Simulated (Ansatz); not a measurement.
# CH5BGeO: rigid torsion scan from a Python script

Wanted for CH5BGeO: a rigid torsion scan.

Program: Ansatz 0.2.0 through its Python package. Level of theory: B3LYP/def2-SVP. These are calculated values, not measurements.

### Step 1. The structure

Bond lengths: B1–Ge2 1.950 Å, Ge2–C3 1.920 Å, C3–O4 1.287 Å, B1–H5 1.235 Å, B1–H6 1.211 Å, Ge2–H7 1.577 Å, Ge2–H8 1.568 Å, C3–H9 1.065 Å. Angles: B1–Ge2–C3 108.5°, B1–Ge2–H7 109.8°, B1–Ge2–H8 110.3°, C3–Ge2–H7 110.4°, C3–Ge2–H8 110.5°, H7–Ge2–H8 107.4°, Ge2–B1–H5 121.5°, Ge2–B1–H6 123.7°, H5–B1–H6 114.8°, Ge2–C3–O4 115.7°, Ge2–C3–H9 121.3°, O4–C3–H9 122.8°.

No structure file is read: the coordinates are typed or built in the script.

### Step 2. The code

File torsion.py:

```python
# -*- coding: utf-8 -*-
"""Energy of CH5BGeO as one group turns about a bond."""

import warnings

import ansatz as az
from ase import Atoms

BASIS_SET = "def2-SVP"
FUNCTIONAL = "b3lyp"
FORCE_TOL = 0.02

warnings.simplefilter("ignore", az.DeckWarning)

atoms = Atoms(["B", "Ge", "C", "O", "H", "H", "H", "H", "H"], positions=[
    (-0.8787, 1.3398, -0.2776),
    (0.6442, 0.1233, -0.2087),
    (0.0547, -1.5505, 0.5232),
    (0.967, -2.4467, 0.6699),
    (-1.2831, 1.8083, -1.3468),
    (-1.496, 1.6983, 0.7006),
    (1.7823, 0.7447, 0.688),
    (1.239, -0.0852, -1.6444),
    (-0.9409, -1.6782, 0.8787),
])

# start the scan from a relaxed geometry
first = az.Crystal.molecule_from_ase(atoms).calculation()
first = first.basis(gaussian=BASIS_SET)
first = first.functional(FUNCTIONAL)
first = first.relax(force_tolerance=FORCE_TOL, max_steps=80)
atoms.positions = first.run(threads=1).report["positions_ang"]

start = atoms.get_dihedral(2, 1, 0, 4)
energies = {}
for turn in range(0, 360, 30):
    turned = atoms.copy()
    turned.set_dihedral(2, 1, 0, 4, start + turn, indices=[0, 4, 5])
    job = (
        az.Crystal.molecule_from_ase(turned).calculation()
        .basis(gaussian=BASIS_SET)
        .functional(FUNCTIONAL)
    )
    energies[round((start + turn) % 360)] = job.run(threads=1).report["free_energy_ev"]
floor = min(energies.values())
print("dihedral C2-Ge1-B0-H4 (deg)   E - E(min) (eV)")
for angle, e in sorted(energies.items()):
    print(f"{angle:8d} {(e - floor):14.3f}  " + "#" * int(30 * (e - floor) / max(max(energies.values()) - floor, 1e-9)))
```

### Step 3. What the engine is handed

The engine receives this input (first run):

```yaml
crystal:
  periodic: [false, false, false]
  atoms:
    - { symbol: B, position_ang: [-0.8787, 1.3398, -0.2776] }
    - { symbol: Ge, position_ang: [0.6442, 0.1233, -0.2087] }
    - { symbol: C, position_ang: [0.0547, -1.5505, 0.5232] }
    - { symbol: O, position_ang: [0.967, -2.4467, 0.6699] }
    - { symbol: H, position_ang: [-1.2831, 1.8083, -1.3468] }
    - { symbol: H, position_ang: [-1.496, 1.6983, 0.7006] }
    - { symbol: H, position_ang: [1.7823, 0.7447, 0.688] }
    - { symbol: H, position_ang: [1.239, -0.0852, -1.6444] }
    - { symbol: H, position_ang: [-0.9409, -1.6782, 0.8787] }
basis:
  gaussian:
    orbitals: def2-SVP
hamiltonian:
  xc: b3lyp
relax:
  f_tol: 0.02
  max_steps: 80
```

### Step 4. Running it

Launch:

```bash
$ python torsion.py
```

Log:

```text
dihedral C2-Ge1-B0-H4 (deg)   E - E(min) (eV)
      21          0.065  #######################
      51          0.027  #########
      81          0.009  ###
     111          0.024  ########
     141          0.059  #####################
     171          0.083  ##############################
     201          0.062  ######################
     231          0.020  #######
     261          0.000
     291          0.016  #####
     321          0.054  ###################
     351          0.082  #############################
```

It took 3.4 min on 1 thread of Arm Neoverse V1, shared host; peak memory 0.29 GiB.

Lines on the test bed's own set-up are left out of the output.

A comment line of the script is reworded here; the code is as run.

### Step 5. The relaxation of run 0, step by step

Step by step:

| step | energy from step 1 (eV) | largest force component (eV/Å) |
| --- | --- | --- |
| 1 | 0.0000 | 5.5259 |
| 2 | -0.2320 | 4.0329 |
| 3 | -0.5656 | 0.6413 |
| 4 | -0.5909 | 0.3771 |
| 5 | -0.6216 | 0.3624 |
| 6 | -0.6343 | 0.0746 |
| 7 | -0.6253 | 0.4230 |
| 8 | -0.6380 | 0.1665 |
| 9 | -0.6433 | 0.1332 |
| 10 | -0.6418 | 0.8071 |
| 11 | -0.6474 | 0.0948 |
| 12 | -0.6504 | 0.2209 |
| 13 | -0.6430 | 0.5164 |
| 14 | -0.6529 | 0.1029 |
| 15 | -0.6543 | 0.1070 |
| 16 | -0.6520 | 0.3130 |
| 17 | -0.6560 | 0.0995 |
| 18 | -0.6572 | 0.1250 |
| 19 | -0.6579 | 0.2867 |
| 20 | -0.6605 | 0.0353 |
| 21 | -0.6604 | 0.2808 |
| 22 | -0.6611 | 0.0518 |
| 23 | -0.6577 | 0.2534 |
| 24 | -0.6619 | 0.0214 |
| 25 | -0.6622 | 0.0505 |
| 26 | -0.6628 | 0.1088 |
| 27 | -0.6630 | 0.1000 |
| 28 | -0.6637 | 0.0216 |
| 29 | -0.6636 | 0.0807 |
| 30 | -0.6638 | 0.0113 |
| 31 | -0.6639 | 0.0756 |
| 32 | -0.6641 | 0.0570 |
| 33 | -0.6644 | 0.0146 |

Step 1 is the start. Steps 7, 10, 13, 16, 21, 23, 29 were tried and not accepted.

Before: Bond lengths: B1–Ge2 1.950 Å, Ge2–C3 1.920 Å, C3–O4 1.287 Å, B1–H5 1.235 Å, B1–H6 1.211 Å, Ge2–H7 1.577 Å, Ge2–H8 1.568 Å, C3–H9 1.065 Å. Angles: B1–Ge2–C3 108.5°, B1–Ge2–H7 109.8°, B1–Ge2–H8 110.3°, C3–Ge2–H7 110.4°, C3–Ge2–H8 110.5°, H7–Ge2–H8 107.4°, Ge2–B1–H5 121.5°, Ge2–B1–H6 123.7°, H5–B1–H6 114.8°, Ge2–C3–O4 115.7°, Ge2–C3–H9 121.3°, O4–C3–H9 122.8°.

After: Bond lengths: B1–Ge2 2.062 Å, Ge2–C3 2.041 Å, C3–O4 1.201 Å, B1–H5 1.204 Å, B1–H6 1.205 Å, Ge2–H7 1.548 Å, Ge2–H8 1.541 Å, C3–H9 1.128 Å. Angles: B1–Ge2–C3 106.5°, B1–Ge2–H7 112.9°, B1–Ge2–H8 115.4°, C3–Ge2–H7 105.3°, C3–Ge2–H8 106.2°, H7–Ge2–H8 109.7°, Ge2–B1–H5 120.9°, Ge2–B1–H6 120.1°, H5–B1–H6 118.9°, Ge2–C3–O4 122.7°, Ge2–C3–H9 116.4°, O4–C3–H9 120.9°.

Run 0 is this relaxation; the runs after it count from 1.

### Step 6. The engine's runs

One row for each of the 12 runs:

| run | turn (°) | energy from run 1 (eV) | SCF cycles | CPU time (s) |
| --- | --- | --- | --- | --- |
| 1 | 0 | 0.0000 | 19 | 3.4 |
| 2 | 30 | 0.0158 | 19 | 3.4 |
| 3 | 60 | 0.0543 | 19 | 3.4 |
| 4 | 90 | 0.0816 | 19 | 3.4 |
| 5 | 120 | 0.0654 | 19 | 3.4 |
| 6 | 150 | 0.0273 | 19 | 3.2 |
| 7 | 180 | 0.0091 | 18 | 3.3 |
| 8 | 210 | 0.0238 | 19 | 3.4 |
| 9 | 240 | 0.0589 | 19 | 3.4 |
| 10 | 270 | 0.0827 | 19 | 3.4 |
| 11 | 300 | 0.0624 | 19 | 3.3 |
| 12 | 330 | 0.0203 | 19 | 3.4 |

### Step 7. Results

| quantity | value |
| --- | --- |
| runs compared | 12 |
| range of energy | 0.083 eV |
| lowest point, turn (°) | 0 |

In words: The lowest point is at 261° and the highest at 171°, 0.083 eV (8.0 kJ/mol) above it, with the rest of the molecule held. Run 0: After 25 moves the largest shift is 1.325 Å, of atom 4 (O). So large a move can change the bonding: the results belong to the relaxed structure. What to keep in mind:
- The scan is rigid and the energies are electronic, in a modest basis. With rigid groups the curve can differ much from the relaxed path, the start wasn't checked as a minimum of this torsion, and equivalent turns needn't return to the same energy.
- b3lyp holds the VWN-RPA fit, as in Gaussian; the form of ORCA and Turbomole is b3lyp5.
